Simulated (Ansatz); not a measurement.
**AlBrH4OSi: one species, many methods**

One table from this session's results is given with a row withheld; the runs are named, their logs left out.

Method: functionals in def2-TZVPP, the program's frozen cores in correlated methods; program: Ansatz 0.2.0, Gaussian basis.

Levels to be run: LDA (SPW92), PBE-D4, revPBE-D4, BLYP-D4, r2SCAN-D4, B97M-V, PBE0-D4, B3LYP-D4, r2SCANh-D4, r2SCAN0-D4, HSE06-D4, BHLYP-D4, CAM-B3LYP-D4, LC-ωPBE, ωB97X-V, ωB97M-V, B2PLYP, PBE-QIDH; CCSD(T)/def2-SVP; CCSD(T)/def2-TZVPP; MP2/def2-QZVPP; extrapolation to the limit; RPA on PBE.

### The relaxed structure

All runs share one geometry, relaxed beforehand with PBE0-D4 in a triple-zeta def2 set.

SMILES `[OH][Al]([SiH3])[Br]`, 8 atoms, charge 0, spin multiplicity 1.

Atoms are counted from 1 here; the program's logs count them from 0.

Bond lengths: O1–Al2 1.687 Å, O1–H5 0.957 Å, Al2–Si3 2.432 Å, Al2–Br4 2.266 Å, Si3–H6 1.489 Å, Si3–H7 1.487 Å, Si3–H8 1.488 Å. Angles: Al2–O1–H5 124.0°, O1–Al2–Si3 120.7°, O1–Al2–Br4 118.7°, Si3–Al2–Br4 120.7°, Al2–Si3–H6 109.7°, Al2–Si3–H7 111.9°, Al2–Si3–H8 109.8°, H6–Si3–H7 108.7°, H6–Si3–H8 107.9°, H7–Si3–H8 108.8°.

The first run:

in.yaml

```yaml
crystal:
  periodic: [false, false, false]
  atoms:
    - {symbol: O, position_ang: [0.914805, 1.338982, -1.543232]}
    - {symbol: Al, position_ang: [-0.213953, 0.278533, -0.873246]}
    - {symbol: Si, position_ang: [0.111080, -0.631126, 1.358484]}
    - {symbol: Br, position_ang: [-2.042418, -0.275265, -2.091666]}
    - {symbol: H, position_ang: [0.832238, 1.728390, -2.413166]}
    - {symbol: H, position_ang: [-0.968148, -0.142738, 2.260561]}
    - {symbol: H, position_ang: [1.425205, -0.236944, 1.932122]}
    - {symbol: H, position_ang: [0.033390, -2.116933, 1.314245]}
basis:
  gaussian: {orbitals: def2-TZVPP}
hamiltonian: {xc: lda}
output: {orbitals: {seedname: orbitals}}
```

On the command line:

```bash
$ ansatz run in.yaml --threads 4 --pin off --events-out ev --progress --plain --max-ram 10444MiB
```

Steps of the session up to this table: LDA; PBE-D4 (GGA); revPBE-D4 (GGA); BLYP-D4 (GGA); r2SCAN-D4 (meta-GGA); B97M-V (meta-GGA); PBE0-D4 (hybrid); B3LYP-D4 (hybrid); r2SCANh-D4 (hybrid); r2SCAN0-D4 (hybrid); HSE06-D4 (hybrid); BHLYP-D4 (hybrid); CAM-B3LYP-D4 (range-separated); LC-ωPBE (range-separated); ωB97X-V (range-separated); ωB97M-V (range-separated); B2PLYP (double hybrid); PBE-QIDH (double hybrid).

One table of the session follows, with a row left open; its other results are not shown here.

It belongs to the step «Frontier levels by functional». 

| functional | HOMO (eV) | LUMO (eV) | gap (eV) |
| --- | --- | --- | --- |
| LDA (SPW92) | -7.08 | -2.32 | 4.76 |
| PBE-D4 | -6.95 | -2.12 | 4.83 |
| revPBE-D4 | -6.90 | -2.03 | 4.87 |
| BLYP-D4 | -6.79 | -1.96 | 4.83 |
| r2SCAN-D4 | -7.22 | -1.91 | 5.31 |
| B97M-V | ? | ? | ? |
| PBE0-D4 | -8.08 | -1.38 | 6.70 |
| B3LYP-D4 | -7.87 | -1.54 | 6.33 |
| r2SCANh-D4 | -7.63 | -1.65 | 5.98 |
| r2SCAN0-D4 | -8.25 | -1.27 | 6.98 |
| HSE06-D4 | -7.69 | -1.75 | 5.94 |
| BHLYP-D4 | -9.08 | -0.55 | 8.52 |
| CAM-B3LYP-D4 | -9.34 | -0.37 | 8.97 |
| LC-ωPBE | -10.65 | 0.66 | 11.30 |
| ωB97X-V | -10.32 | 0.56 | 10.88 |
| ωB97M-V | -10.09 | 0.32 | 10.41 |

Estimate the missing values for B97M-V.

As computed: HOMO (eV): -7.28; LUMO (eV): -2.06; gap (eV): 5.22. In the column «HOMO (eV)» it lies between r2SCANh-D4 (-7.63) and r2SCAN-D4 (-7.22).
